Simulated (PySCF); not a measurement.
**The bond of LiHg, level by level**

One job finds the state of LiHg, follows it along the bond with each method and fits the curves.

Method: Li def2-SVPD, Hg def2-SVPD with ECP60, scalar-relativistic core potentials; program: PySCF 2.14.0.

### Step 1. Set-up

Settings of the job:

* atoms: Li, Hg
* charge: 0
* basis: Li def2-SVPD, Hg def2-SVPD with ECP60
* Hamiltonian: scalar-relativistic core potentials
* basis functions: 47
* electrons treated: 23
* masses in u: 7.0160, 201.9706
* levels: PBE0, PBE, r²SCAN, PBEsol, PW91, MN15, LC-ωPBE, HF, MP2, SCS-MP2, CCSD, CCSD(T)
* grid: 80 radial by 434 angular points
* occupations: held fixed by the projection of orbital angular momentum
* dissociation limit: Li + Hg, each in its ground configuration
* starting distance in angstrom: 2.660
* values of 2S to try: 1, 3

Launch:

```bash
$ OMP_NUM_THREADS=1 python dia.py task.json out
```

After this run come: PBE0 along the bond; Excited determinants; PBE (GGA); r²SCAN; PBEsol (GGA); PW91; MN15 (hybrid meta-GGA); LC-ωPBE; UHF; Adding correlation.

What does the calculation give? Wanted: for each run, Re; ωe; De; μ.

The runs gave:

Lowest PBE0 solution found, without spin–orbit coupling: ²Σ⁺ (doublet), unpaired electrons σ ↑. State 3 has its PBE0 minimum 4.90 eV higher. The other levels ran on the lowest alone.

```tsv
level	Re (Å)	ωe (cm⁻¹)	De (eV)	μ (D)
UHF-CCSD	3.497	49.3	0.029	n/a
UHF-CCSD(T)	3.421	56.4	0.035	n/a
PBE	3.011	142.7	0.154	0.19
PBEsol	2.956	157.8	0.199	-0.02
PW91	2.982	151.5	0.175	0.16
r²SCAN	2.998	148.7	0.179	-0.25
PBE0	3.071	127.4	0.118	0.21
MN15	2.840	231.1	0.463	-1.77
LC-ωPBE	3.218	89.3	0.052	0.35
```

De is counted to Li + Hg in their ground configurations. A positive dipole means Li(−)Hg(+). No constants: UHF (no minimum is bracketed among the points kept); UHF-MP2 (fits of two degrees disagree); UHF-SCS-MP2 (no minimum is bracketed among the points kept).

What this shows: The methods spread over 0.658 Å in bond length, from MN15 to UHF-CCSD. CCSD(T) can't serve as the judge here: for a weak bond in this basis it is far from its limit. Of the levels with a De here, UHF-CCSD gives the least (0.029 eV) and MN15 the most (0.463 eV).

Spin–orbit coupling is left out. The bond is weak, and basis-set superposition, which was not computed, may be a sizeable part of it. With spin–orbit coupling the term label itself may not hold.
